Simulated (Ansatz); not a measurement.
Rb₃Na, space group Pm-3m, a test of the smearing width

Computed with the Ansatz DFT code, driven from Python.

`rb3na.cif`
```cif
data_Rb3Na
_cell_length_a 6.760598
_cell_length_b 6.760598
_cell_length_c 6.760598
_cell_angle_alpha 90.00000
_cell_angle_beta 90.00000
_cell_angle_gamma 90.00000
_symmetry_space_group_name_H-M 'P 1'
_symmetry_Int_Tables_number 1
loop_
_symmetry_equiv_pos_as_xyz
'x, y, z'
loop_
_atom_site_label
_atom_site_type_symbol
_atom_site_fract_x
_atom_site_fract_y
_atom_site_fract_z
Rb1 Rb    0.000000    0.500000    0.500000
Rb2 Rb    0.500000    0.000000    0.500000
Rb3 Rb    0.500000    0.500000    0.000000
Na4 Na    0.000000    0.000000    0.000000
```

Notebook, run cell by cell (the value of a cell's last expression is shown):

```python
import csv
import warnings

import ansatz as az
from ase.io import read
```

```python
warnings.simplefilter("ignore", az.DeckWarning)
```

```python
atoms = read("rb3na.cif")
crystal = az.Crystal.from_ase(atoms)
```

```python
calculation = (
    crystal.calculation()
    .functional("PBEsol")
    .pseudopotentials("paw")
    .basis(16 * az.Ha)
    .kpoints(4, 4, 4)
)

rows = []
for value in [0.25, 0.15, 0.1, 0.05, 0.025]:
    r = calculation.occupations("cold", width=value).run().report
    rows.append((value, r["free_energy_ev"] / len(r["lattice"]["sites"]), r["n_iterations"], r["n_kpoints"]))

with open("smear.csv", "w", newline="") as handle:
    writer = csv.writer(handle)
    writer.writerow(["width (eV)", "F/atom (eV)", "iterations", "k-points"])
    writer.writerows([round(v, 5) if isinstance(v, float) else v for v in row] for row in rows)
```

    

```python
# differences from the last row
for row in rows[:-1]:
    shift = 1000 * (row[1] - rows[-1][1])
    print(f"{row[0]}: {shift:+.2f} meV/atom" + ("  (within 2 meV)" if abs(shift) < 2 else ""))
```

    0.25: -3.93 meV/atom
    0.15: -0.72 meV/atom  (within 2 meV)
    0.1: +0.11 meV/atom  (within 2 meV)
    0.05: +0.18 meV/atom  (within 2 meV)

`smear.csv`, as written:
```csv
width (eV),F/atom (eV),iterations,k-points
0.25,-2781.67255,8,10
0.15,-2781.66934,7,10
0.1,-2781.66851,6,10
0.05,-2781.66844,6,10
0.025,-2781.66862,6,10
```

Going from 0.025 to 0.25 eV changes F by -3.9 meV an atom. This scheme is built to cancel the term in the square of the width, but that needs a smooth density of states and a fine mesh, and here a sizeable shift remains.

What to keep in mind:
- The mesh is modest for a metal, so energies can be off by several to tens of meV an atom and pressures by half a GPa or more; differences at equal mesh fare better.
- The narrowest width needs the finest mesh, so the last row is no converged reference.
- The structure comes from a database of computed cells and needn't be a stable or known phase.
- Finished in 14 s on 1 thread of Arm Neoverse V1, on a shared host, peak memory 0.53 GiB.

(Lines on the test bed's own set-up are left out of the output.)
